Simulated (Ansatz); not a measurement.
# Ca2Ga2SiH2O8: the cost of one run

Method: DFT, PBE, plane-wave PAW, default files, scalar-relativistic, as far as a step names no other, in Ansatz 0.2.0.

## 1. The starting structure

Symmetry: I-4, No. 82, tetragonal system. Conventional cell: a = 8.934 Å, b = 8.934 Å, c = 8.934 Å, α = 90.00°, β = 90.00°, γ = 90.00°. Around Ca (site symmetry 1) lie 6 O at 2.33 to 2.44 Å. Ga (site symmetry 1) has 4 O at 1.82 to 1.83 Å as nearest neighbours. Si (site symmetry -4) has 4 O at 1.67 Å as nearest neighbours. H (site symmetry 1) has 1 O at 0.96 Å as nearest neighbours. O (site symmetry 1) has 1 Si at 1.67 Å and 1 Ga at 1.83 Å as nearest neighbours. O (site symmetry 1) has 2 Ga at 1.82 Å and 1 Ca at 2.40 Å as nearest neighbours. Only part of the 9 independent sites is listed.

Coordinates:

```xyz
30
Lattice="-4.4672 4.4672 4.4672 4.4672 -4.4672 4.4672 4.4672 4.4672 -4.4672" Properties=species:S:1:pos:R:3 pbc="T T T"
Ca    1.2642    1.2642    1.2642
Ca   -3.2030    3.2030    3.2030
Ca    3.2030    3.2030   -3.2030
Ca    3.2030   -3.2030    3.2030
Ga    4.4672    2.1979    0.0000
Ga    2.1979    4.4672    0.0000
Ga    0.0000    2.2694    4.4672
Ga    2.2694    0.0000    4.4672
Si    0.0000    4.4672    2.2336
Si    4.4672    0.0000    2.2336
H     3.1360    2.7804    2.7804
H     2.7804    5.7985   -2.7804
H     5.7985   -2.7804    2.7804
H     1.6868   -1.3312    1.6868
O     3.7042    1.1311    1.2705
O     5.5984    0.7630    3.1968
O     5.2303   -1.1311    1.2705
O     3.3361   -0.7630    3.1968
O     1.3518    1.3518    3.6578
O     1.3518   -1.3518    5.2767
O     3.1155    3.1155   -0.8095
O    -1.3518    1.3518    5.2767
O     1.1311    3.7042    1.2705
O    -0.7630    3.3361    3.1968
O    -1.1311    5.2303    1.2705
O     0.7630    5.5984    3.1968
O     3.4264    3.4264    3.4264
O    -1.0409    1.0409    1.0409
O     1.0409    1.0409   -1.0409
O     1.0409   -1.0409    1.0409
```

## 2. First run, atoms as given

The input, input.yaml:

```yaml
crystal:
  lattice:
    - [-4.46725, 4.46725, 4.46725]
    - [4.46725, -4.46725, 4.46725]
    - [4.46725, 4.46725, -4.46725]
  atoms:
    - { symbol: Ca, position: [0.283, 0.283, 0.283] }
    - { symbol: Ca, position: [0.717, 0.0, 0.0] }
    - { symbol: Ca, position: [0.0, 0.0, 0.717] }
    - { symbol: Ca, position: [0.0, 0.717, 0.0] }
    - { symbol: Ga, position: [0.246, 0.5, 0.746] }
    - { symbol: Ga, position: [0.5, 0.246, 0.746] }
    - { symbol: Ga, position: [0.754, 0.5, 0.254] }
    - { symbol: Ga, position: [0.5, 0.754, 0.254] }
    - { symbol: Si, position: [0.75, 0.25, 0.5] }
    - { symbol: Si, position: [0.25, 0.75, 0.5] }
    - { symbol: H, position: [0.6224, 0.6622, 0.6622] }
    - { symbol: H, position: [0.3378, 0.0, 0.9602] }
    - { symbol: H, position: [0.0, 0.9602, 0.3378] }
    - { symbol: H, position: [0.0398, 0.3776, 0.0398] }
    - { symbol: O, position: [0.2688, 0.5568, 0.5412] }
    - { symbol: O, position: [0.4432, 0.9844, 0.712] }
    - { symbol: O, position: [0.0156, 0.7276, 0.4588] }
    - { symbol: O, position: [0.2724, 0.7312, 0.288] }
    - { symbol: O, position: [0.5607, 0.5607, 0.3026] }
    - { symbol: O, position: [0.4393, 0.7419, 0.0] }
    - { symbol: O, position: [0.2581, 0.2581, 0.6974] }
    - { symbol: O, position: [0.7419, 0.4393, 0.0] }
    - { symbol: O, position: [0.5568, 0.2688, 0.5412] }
    - { symbol: O, position: [0.7312, 0.2724, 0.288] }
    - { symbol: O, position: [0.7276, 0.0156, 0.4588] }
    - { symbol: O, position: [0.9844, 0.4432, 0.712] }
    - { symbol: O, position: [0.767, 0.767, 0.767] }
    - { symbol: O, position: [0.233, 0.0, 0.0] }
    - { symbol: O, position: [0.0, 0.0, 0.233] }
    - { symbol: O, position: [0.0, 0.233, 0.0] }
kpoints:
  mp_grid: { grid: [4, 4, 4] }
scf:
  occupations: { method: fermi_dirac, width: 0.02 }
hamiltonian:
  xc: pbe
  pseudopotentials: { kind: paw }
output:
  forces: true
  stress: true
  populations: true
  efg:
    quadrupole_moments_barn: { Ca: -0.0408, Ga: 0.107, H: 0.00285783, O: -0.02558 }
    contact_densities: true
```

On the command line:

```bash
> ansatz run input.yaml --threads 1 --pin off --max-ram 3072MiB --backend cpu --events-out ev --progress --plain --runs-dir out
```

**Question.** How long does this run take on 1 thread of Arm Neoverse V2, shared host, and how much memory does it need?

About 97 s, with a peak of 0.88 GiB.
